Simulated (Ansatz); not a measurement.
**BNH2F (SMILES N[B]F): U-wB97M-V/STO-3G**

Aim: the electronic atomisation energy of BNH2F at U-wB97M-V/STO-3G, from 5 runs. 

Program for the calculation: Ansatz 0.2.0.

78 further runs of the same task are left out: 78 set aside as unsound or not needed.

## Step 1: The structure to begin with

BNH2F has 5 atoms, charge 0, and is taken as a doublet. SMILES: `N[B]F`. Geometry: relaxed at PBE0-D4/def2-TZVP. This is one conformer, not always the lowest.

Bond lengths: N1–B2 1.384 Å, B2–F3 1.324 Å, N1–H4 1.003 Å, N1–H5 1.010 Å. Angles: N1–B2–F3 122.6°, B2–N1–H4 122.5°, B2–N1–H5 122.8°, H4–N1–H5 114.7°.

## Step 2: The energy at U-wB97M-V/STO-3G

Input file molecule.yaml:

```yaml
crystal:
  periodic: [false, false, false]
  atoms:
    - {symbol: "N", position_ang: [-0.315200, 0.284600, -0.298300]}
    - {symbol: B, position_ang: [0.256800, -0.904700, 0.119300]}
    - {symbol: F, position_ang: [1.186500, -0.957100, 1.060600]}
    - {symbol: H, position_ang: [-1.019600, 0.322000, -1.012000]}
    - {symbol: H, position_ang: [-0.058500, 1.181700, 0.088900]}
basis:
  gaussian:
    orbitals: STO-3G
magnetization:
  spin_polarized: true
  initial_magnetization: 1
hamiltonian:
  xc: {name: wB97M-V}
accuracy: high
```

Started as:

```sh
$ ansatz run molecule.yaml --threads 1 --pin off --max-ram 2610MiB --events-out events.jsonl --progress --plain --runs-dir runs
```

What it wrote:

```text
Warning: RAYON_NUM_THREADS=1 ignored (pool sized by the plan → 1); use --threads N
Functional definition: wB97M-V
  name "wB97M-V"
  parameter omega = 0.3/bohr
  parameter cx = 0.15
  parameter cx01 = 1.007
  parameter cx10 = 0.259
  parameter css00 = 0.443
  parameter css04 = -1.437
  parameter css10 = -4.535
  parameter css20 = -3.390
  parameter css43 = 4.278
  parameter cos00 = 1.000
  parameter cos10 = 1.358
  parameter cos20 = 2.924
  parameter cos21 = -8.812
  parameter cos60 = -1.390
  parameter cos61 = 9.142
  parameter b = 6.0
  parameter c = 0.01
  gx(w, u) = 1 - cx + cx01*u + cx10*w
  gss(w, u) = css00 + css04*u^4 + css10*w + css20*w^2 + css43*w^4*u^3
  gos(w, u) = cos00 + cos10*w + (cos20 + cos21*u)*w^2 + (cos60 + cos61*u)*w^6
  exchange = spin_sum(e_x_unif_sr(omega)*gx(b97_w, b97_u_x)) + cx*exact_x_sr(omega) + exact_x_lr(omega)
  correlation = spin_sum(e_c_pw_mod_same_spin*gss(b97_w, b97_u_same))
      + integral(e_c_pw_mod_opposite_spin*gos(b97_w_opposite, b97_u_opposite)) + vv10(b, c)
295 factors; integrals over basis functions are off by at most 4.6e-8 eV
142 factors; integrals over basis functions are off by at most 6.4e-10 eV
mean field evaluation 1: about -4846.4840 eV, gradient 1.1e1 eV
mean field evaluation 2: about -4847.3091 eV, gradient 6.5e0 eV
mean field evaluation 4: about -4847.5872 eV, gradient 3.7e-1 eV
mean field evaluation 8: about -4847.5600 eV, gradient 1.0e-2 eV
mean field evaluation 16: about -4847.5600 eV, gradient 2.5e-6 eV
mean field -4847.56001495 eV, -178.1445447554 hartree, gradient 3.0e-8 eV, S^2 0.752079; 0 other end points of the search recorded, 0 dependent functions left out
reference -4847.56001701 eV, -178.1445448308 hartree; 12, 11 occupied and 5, 6 virtual orbitals, 295 factors
Total energy: -4847.56001701 eV, -178.1445448308 hartree
```

Wall time 17 s (1 thread of Arm Neoverse V2, shared host); peak memory 0.45 GiB.

## Step 3: The B atom, same level

Input file molecule.yaml:

```yaml
crystal:
  periodic: [false, false, false]
  atoms:
    - {symbol: B, position_ang: [0.000000, 0.000000, 0.000000]}
basis:
  gaussian:
    orbitals: STO-3G
accuracy: high
hamiltonian:
  xc: {name: wB97M-V}
magnetization:
  spin_polarized: true
  initial_magnetization: 1
```

Started as:

```sh
$ ansatz run molecule.yaml --threads 1 --pin off --max-ram 2610MiB --events-out events.jsonl --progress --plain --runs-dir runs
```

What it wrote (excerpt; [...] marks lines left out):

```text
Warning: RAYON_NUM_THREADS=1 ignored (pool sized by the plan → 1); use --threads N
[... 2 set-up lines as earlier in the session ...]
[...]
  gx(w, u) = 1 - cx + cx01*u + cx10*w
  gss(w, u) = css00 + css04*u^4 + css10*w + css20*w^2 + css43*w^4*u^3
  gos(w, u) = cos00 + cos10*w + (cos20 + cos21*u)*w^2 + (cos60 + cos61*u)*w^6
[...]
      + integral(e_c_pw_mod_opposite_spin*gos(b97_w_opposite, b97_u_opposite)) + vv10(b, c)
15 factors; integrals over basis functions are off by at most 8.9e-10 eV
15 factors; integrals over basis functions are off by at most 3.7e-10 eV
[...]
mean field -660.53851330 eV, -24.2743426345 hartree, gradient 0.0e0 eV, S^2 0.750000; 0 other end points of the search recorded, 0 dependent functions left out
reference -660.53851481 eV, -24.2743426903 hartree; 3, 2 occupied and 2, 3 virtual orbitals, 15 factors
Total energy: -660.53851481 eV, -24.2743426903 hartree
```

Run time: 1.1 s. Hardware: 1 thread of Arm Neoverse V2, shared host; peak memory 0.15 GiB.

## Step 4: The F atom, same level

Input file run.yaml:

```yaml
crystal:
  periodic: [false, false, false]
  atoms:
    - {symbol: F, position_ang: [0.000000, 0.000000, 0.000000]}
basis:
  gaussian:
    orbitals: STO-3G
accuracy: high
hamiltonian:
  xc: {name: wB97M-V}
magnetization:
  spin_polarized: true
  initial_magnetization: 1
```

Run the same way, it converges to -98.28239 Eh (log not shown).

## Step 5: The H atom

Edit molecule.yaml of step 3 so:

```diff
@@ -3,3 +3,4 @@
   atoms:
-    - {symbol: B, position_ang: [0.000000, 0.000000, 0.000000]}
+    - symbol: H
+      position_ang: [0.000000, 0.000000, 0.000000]
 basis:
```

Started as:

```sh
$ ansatz run molecule.yaml --threads 1 --pin off --max-ram 2610MiB --events-out events.jsonl --progress --plain --runs-dir runs
```

What it wrote (excerpt; [...] marks lines left out):

```text
Warning: RAYON_NUM_THREADS=1 ignored (pool sized by the plan → 1); use --threads N
[... 2 set-up lines as earlier in the session ...]
[...]
  gx(w, u) = 1 - cx + cx01*u + cx10*w
  gss(w, u) = css00 + css04*u^4 + css10*w + css20*w^2 + css43*w^4*u^3
  gos(w, u) = cos00 + cos10*w + (cos20 + cos21*u)*w^2 + (cos60 + cos61*u)*w^6
[...]
      + integral(e_c_pw_mod_opposite_spin*gos(b97_w_opposite, b97_u_opposite)) + vv10(b, c)
1 factors; integrals over basis functions are off by at most 4.6e-10 eV
1 factors; integrals over basis functions are off by at most 2.9e-10 eV
[...]
mean field -12.42314868 eV, -0.4565422933 hartree, gradient 0.0e0 eV, S^2 0.750000; 0 other end points of the search recorded, 0 dependent functions left out
reference -12.42314998 eV, -0.4565423410 hartree; 1, 0 occupied and 0, 1 virtual orbitals, 1 factors
Total energy: -12.42314998 eV, -0.4565423410 hartree
```

It took 0.24 s on 1 thread of Arm Neoverse V2, shared host.

## Step 6: The N atom

Input file job.yaml:

```yaml
crystal:
  periodic: [false, false, false]
  atoms:
    - {symbol: N, position_ang: [0.000000, 0.000000, 0.000000]}
basis:
  gaussian:
    orbitals: STO-3G
magnetization:
  spin_polarized: true
  initial_magnetization: 3
hamiltonian:
  xc: {name: wB97M-V}
accuracy: high
```

Run the same way, it converges to -53.89131 Eh (log not shown).

## Step 7: What came out

Level: U-wB97M-V/STO-3G.

```
                     quantity          value
       molecule: total energy  -178.14454 Eh
               molecule: ⟨S²⟩          0.752
         B atom: total energy   -24.27434 Eh
                 B atom: ⟨S²⟩          0.750
         F atom: total energy   -98.28239 Eh
                 F atom: ⟨S²⟩          0.750
         H atom: total energy    -0.45654 Eh
                 H atom: ⟨S²⟩          0.750
         N atom: total energy   -53.89131 Eh
                 N atom: ⟨S²⟩          3.750
electronic atomisation energy      21.318 eV
```

**Reading.** Taking the molecule apart into free atoms costs 21.32 eV (2057 kJ/mol), before zero-point energy and without spin-orbit coupling. In a minimal basis such a difference can be off by several eV, whatever the method.
